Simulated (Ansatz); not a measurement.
**FGaH₅NOSi: vertical ionisation energy**

An exercise on one series of results from a longer session: the logs are not shown, and one member is left open.

Program: Ansatz 0.2.0, Gaussian basis. Level of theory: unrestricted cation, the program's frozen cores in correlated methods. These are calculated values, not measurements.

The runs, in order: UKS PBE-D4/def2-TZVPP; UKS r2SCAN-D4/def2-TZVPP; UKS PBE0-D4/def2-TZVPP; UKS B3LYP-D4/def2-TZVPP; UKS wB97X-V/def2-TZVPP; UKS wB97M-V/def2-TZVPP; UKS B2PLYP/def2-TZVPP; UHF-CCSD(T)/def2-TZVPP; UHF-MP2/def2-QZVPP; extrapolation to the limit; then −ε(HOMO) from the neutral's earlier runs with LDA (SPW92), PBE-D4, revPBE-D4, BLYP-D4, r2SCAN-D4, B97M-V, PBE0-D4, B3LYP-D4, r2SCANh-D4, r2SCAN0-D4, HSE06-D4, BHLYP-D4, CAM-B3LYP-D4, LC-ωPBE, ωB97X-V, ωB97M-V.

### The relaxed structure

The geometry comes from an earlier relaxation with PBE0-D4 in a triple-zeta def2 set; it is a stationary point, not always the lowest conformer.

SMILES `[NH2][Ga]([F])[O][SiH3]`, 10 atoms, charge 0, spin multiplicity 1.

Atoms are counted from 1 here; the program's logs count them from 0.

Bond lengths: N1–Ga2 1.792 Å, N1–H6 1.005 Å, N1–H7 1.005 Å, Ga2–F3 1.749 Å, Ga2–O4 1.762 Å, O4–Si5 1.636 Å, Si5–H8 1.488 Å, Si5–H9 1.488 Å, Si5–H10 1.485 Å. Angles: Ga2–N1–H6 121.3°, Ga2–N1–H7 121.1°, H6–N1–H7 112.7°, N1–Ga2–F3 120.1°, N1–Ga2–O4 123.4°, F3–Ga2–O4 116.4°, Ga2–O4–Si5 138.0°, O4–Si5–H8 111.1°, O4–Si5–H9 111.1°, O4–Si5–H10 108.0°, H8–Si5–H9 108.5°, H8–Si5–H10 109.0°, H9–Si5–H10 109.0°.

Set-up of the first run:

File in.yaml:

```yaml
crystal:
  periodic: [false, false, false]
  atoms:
    - {symbol: N, position_ang: [-0.091310, 0.513849, 2.571934]}
    - {symbol: Ga, position_ang: [-0.306573, -0.278159, 0.979404]}
    - {symbol: F, position_ang: [-1.077296, -1.844485, 0.874680]}
    - {symbol: O, position_ang: [0.301068, 0.397591, -0.530123]}
    - {symbol: Si, position_ang: [0.373147, -0.025424, -2.108774]}
    - {symbol: H, position_ang: [0.184037, 1.478219, 2.642679]}
    - {symbol: H, position_ang: [-0.589749, 0.192085, 3.383624]}
    - {symbol: H, position_ang: [-0.989523, -0.222622, -2.673538]}
    - {symbol: H, position_ang: [1.147371, -1.282918, -2.292176]}
    - {symbol: H, position_ang: [1.048819, 1.071875, -2.847718]}
basis:
  gaussian: {orbitals: def2-TZVPP}
total_charge: 1
magnetization: {spin_polarized: true, initial_magnetization: 1}
hamiltonian: {xc: pbe, dispersion: d4}
```

On the command line:

```sh
$ ansatz run in.yaml --threads 2 --pin off --events-out ev --progress --plain --max-ram 31744MiB --backend cpu
```

Among the steps run: Cation, UKS PBE-D4/def2-TZVPP; Cation, UKS r2SCAN-D4/def2-TZVPP; Cation, UKS PBE0-D4/def2-TZVPP; Cation, UKS B3LYP-D4/def2-TZVPP; Cation, UKS wB97X-V/def2-TZVPP; Cation, UKS wB97M-V/def2-TZVPP; Cation, UKS B2PLYP (frozen core)/def2-TZVPP; Cation, UHF-CCSD(T)/def2-TZVPP; Cation, UHF-MP2/def2-QZVPP.

One of the session's tables, all rows but one given; the rest of the session is left out.

Orbital estimates, from the neutral's runs:

| functional | −ε(HOMO) (eV) |
| --- | --- |
| LDA (SPW92) | 6.83 |
| PBE-D4 | 6.62 |
| revPBE-D4 | 6.55 |
| BLYP-D4 | 6.51 |
| r2SCAN-D4 | 6.94 |
| B97M-V | 7.01 |
| PBE0-D4 | 8.07 |
| B3LYP-D4 | 7.83 |
| r2SCANh-D4 | 7.48 |
| r2SCAN0-D4 | 8.29 |
| HSE06-D4 | 7.66 |
| BHLYP-D4 | 9.43 |
| CAM-B3LYP-D4 | ? |
| LC-ωPBE | 10.95 |
| ωB97X-V | 10.55 |
| ωB97M-V | 10.46 |

Estimate the missing values for CAM-B3LYP-D4.

As computed: −ε(HOMO) (eV): 9.53. In the column «−ε(HOMO) (eV)» it lies between BHLYP-D4 (9.43) and ωB97M-V (10.46).
